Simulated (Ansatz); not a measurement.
**CH3AlBF: a ladder of functionals and wavefunction methods**

The task here is to estimate one member of a computed series from the others.

Method: functionals in def2-TZVPP, the program's frozen cores in correlated methods; program: Ansatz 0.2.0, Gaussian basis.

Levels to be run: LDA (SPW92), PBE-D4, revPBE-D4, BLYP-D4, r2SCAN-D4, B97M-V, PBE0-D4, B3LYP-D4, r2SCANh-D4, r2SCAN0-D4, HSE06-D4, BHLYP-D4, CAM-B3LYP-D4, LC-ωPBE, ωB97X-V, ωB97M-V, B2PLYP, PBE-QIDH; CCSD(T)/def2-SVP; CCSD(T)/def2-TZVPP; MP2/def2-QZVPP; extrapolation to the limit; RPA on PBE.

### Structure used throughout

An earlier PBE0-D4 in a triple-zeta def2 set relaxation fixed the geometry.

SMILES `[F][Al]1[BH][CH2]1`, 7 atoms, charge 0, spin multiplicity 1.

Atoms are counted from 1 here; the program's logs count them from 0.

Bond lengths: F1–Al2 1.646 Å, Al2–B3 1.964 Å, Al2–C4 2.180 Å, B3–C4 1.458 Å, B3–H5 1.183 Å, C4–H6 1.105 Å, C4–H7 1.092 Å. Angles: F1–Al2–B3 159.2°, F1–Al2–C4 118.4°, B3–Al2–C4 40.8°, Al2–B3–C4 77.6°, Al2–B3–H5 147.1°, C4–B3–H5 135.3°, Al2–C4–B3 61.6°, Al2–C4–H6 68.4°, Al2–C4–H7 175.5°, B3–C4–H6 130.0°, B3–C4–H7 122.9°, H6–C4–H7 107.1°.

Set-up of the first run:

in.yaml

```yaml
crystal:
  periodic: [false, false, false]
  atoms:
    - {symbol: F, position_ang: [-1.001844, -1.924923, 1.616970]}
    - {symbol: Al, position_ang: [-0.541145, -1.286601, 0.171006]}
    - {symbol: B, position_ang: [0.171296, 0.011558, -1.118591]}
    - {symbol: C, position_ang: [0.290761, 0.728350, 0.145816]}
    - {symbol: H, position_ang: [0.426506, 0.250886, -2.248556]}
    - {symbol: H, position_ang: [0.019231, 0.413064, 1.169806]}
    - {symbol: H, position_ang: [0.696495, 1.739765, 0.217848]}
basis:
  gaussian: {orbitals: def2-TZVPP}
hamiltonian: {xc: lda}
output: {orbitals: {seedname: orbitals}}
```

Run with:

```console
ansatz run in.yaml --threads 2 --pin off --events-out ev --progress --plain --max-ram 4352MiB
```

Among the steps run: LDA; PBE-D4 (GGA); revPBE-D4 (GGA); BLYP-D4 (GGA); r2SCAN-D4 (meta-GGA); B97M-V (meta-GGA); B3LYP-D4 (hybrid); r2SCANh-D4 (hybrid); r2SCAN0-D4 (hybrid); HSE06-D4 (hybrid); BHLYP-D4 (hybrid); CAM-B3LYP-D4 (range-separated); LC-ωPBE (range-separated); ωB97X-V (range-separated); ωB97M-V (range-separated); B2PLYP (double hybrid); PBE-QIDH (double hybrid).

One of the session's tables, all rows but one given; the rest of the session is left out.

It belongs to the step «Orbital energies across the functionals». 

| functional | HOMO (eV) | LUMO (eV) | gap (eV) |
| --- | --- | --- | --- |
| LDA (SPW92) | -6.47 | -2.76 | 3.71 |
| PBE-D4 | -6.35 | -2.55 | 3.80 |
| revPBE-D4 | -6.29 | -2.45 | 3.84 |
| BLYP-D4 | -6.18 | -2.46 | 3.72 |
| r2SCAN-D4 | -6.49 | -2.28 | 4.21 |
| B97M-V | -6.52 | -2.33 | 4.19 |
| PBE0-D4 | ? | ? | ? |
| B3LYP-D4 | -7.14 | -1.96 | 5.18 |
| r2SCANh-D4 | -6.87 | -1.99 | 4.89 |
| r2SCAN0-D4 | -7.46 | -1.56 | 5.90 |
| HSE06-D4 | -6.97 | -2.09 | 4.88 |
| BHLYP-D4 | -8.20 | -0.88 | 7.31 |
| CAM-B3LYP-D4 | -8.62 | -0.75 | 7.87 |
| LC-ωPBE | -9.84 | 0.38 | 10.22 |
| ωB97X-V | -9.54 | 0.29 | 9.83 |
| ωB97M-V | -9.40 | 0.06 | 9.46 |

**Question.** Estimate the row for PBE0-D4.

As computed: HOMO (eV): -7.37; LUMO (eV): -1.72; gap (eV): 5.65. In the column «HOMO (eV)» it lies between r2SCAN0-D4 (-7.46) and B3LYP-D4 (-7.14).
